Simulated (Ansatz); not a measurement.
**C2H5FGeO: one species, many methods**

The task here is to estimate one member of a computed series from the others.

Method: functionals in def2-TZVPP, the program's frozen cores in correlated methods; program: Ansatz 0.2.0, Gaussian basis.

Levels to be run: PBE-D4, r2SCAN-D4, PBE0-D4, B3LYP-D4, ωB97X-V, ωB97M-V, B2PLYP; CCSD(T)/def2-TZVPP; MP2/def2-QZVPP; extrapolation to the limit.

### The geometry

The geometry comes from an earlier relaxation with PBE0-D4 in a triple-zeta def2 set; it is a stationary point, not always the lowest conformer.

SMILES `[F][GeH]1[CH2]C[O]1`, 10 atoms, charge 0, spin multiplicity 1.

Atoms are counted from 1 here; the program's logs count them from 0.

Bond lengths: F1–Ge2 1.737 Å, Ge2–C3 1.947 Å, Ge2–O5 1.789 Å, Ge2–H6 1.532 Å, C3–C4 1.544 Å, C3–H7 1.089 Å, C3–H8 1.089 Å, C4–O5 1.442 Å, C4–H9 1.094 Å, C4–H10 1.094 Å. Angles: F1–Ge2–C3 114.2°, F1–Ge2–O5 111.1°, F1–Ge2–H6 104.4°, C3–Ge2–O5 78.0°, C3–Ge2–H6 130.2°, O5–Ge2–H6 116.4°, Ge2–C3–C4 84.5°, Ge2–C3–H7 116.0°, Ge2–C3–H8 114.7°, C4–C3–H7 114.9°, C4–C3–H8 115.2°, H7–C3–H8 109.9°, C3–C4–O5 104.0°, C3–C4–H9 112.4°, C3–C4–H10 112.5°, O5–C4–H9 109.7°, O5–C4–H10 109.5°, H9–C4–H10 108.6° and more.

Set-up of the first run:

Input file in.yaml:

```yaml
crystal:
  periodic: [false, false, false]
  atoms:
    - {symbol: F, position_ang: [-2.066912, 0.651095, 1.400832]}
    - {symbol: Ge, position_ang: [-1.264092, 0.220684, -0.078057]}
    - {symbol: C, position_ang: [0.619248, 0.710903, -0.135447]}
    - {symbol: C, position_ang: [0.864362, -0.801394, 0.055663]}
    - {symbol: O, position_ang: [-0.459726, -1.371444, 0.064012]}
    - {symbol: H, position_ang: [-2.350917, 0.342839, -1.151293]}
    - {symbol: H, position_ang: [0.977601, 1.118228, -1.079679]}
    - {symbol: H, position_ang: [0.949750, 1.341348, 0.688486]}
    - {symbol: H, position_ang: [1.368879, -1.025072, 1.000165]}
    - {symbol: H, position_ang: [1.444907, -1.238388, -0.761779]}
basis:
  gaussian: {orbitals: def2-TZVPP}
hamiltonian: {xc: pbe, dispersion: d4}
output: {forces: true, orbitals: {seedname: orbitals}}
```

Started as:

```console
$ ansatz run in.yaml --threads 4 --pin off --events-out ev --progress --plain --max-ram 10444MiB
```

Among the steps run: PBE-D4 (GGA); r2SCAN-D4 (meta-GGA); PBE0-D4 (hybrid); B3LYP-D4 (hybrid); ωB97X-V (range-separated); ωB97M-V (range-separated); B2PLYP (double hybrid); CCSD(T) in def2-TZVPP; MP2 in def2-QZVPP.

One table of the session follows, with a row left open; its other results are not shown here.

```
            method  atomisation energy (kJ/mol)
            PBE-D4                       3864.9
         r2SCAN-D4                       3794.0
           PBE0-D4                       3778.4
          B3LYP-D4                       3752.9
           ωB97X-V                       3797.9
           ωB97M-V                       3778.3
            B2PLYP                       3736.6
     HF/def2-TZVPP                       2682.6
    MP2/def2-TZVPP                            ?
   CCSD/def2-TZVPP                       3636.8
CCSD(T)/def2-TZVPP                       3702.1
           MP2/CBS                       3881.2
       CCSD(T)/CBS                       3793.1
```

Q: Estimate the row for MP2/def2-TZVPP from the others.

**Answer.** atomisation energy (kJ/mol): 3790.2. In the column «atomisation energy (kJ/mol)» it lies between PBE0-D4 (3778.4) and CCSD(T)/CBS (3793.1).
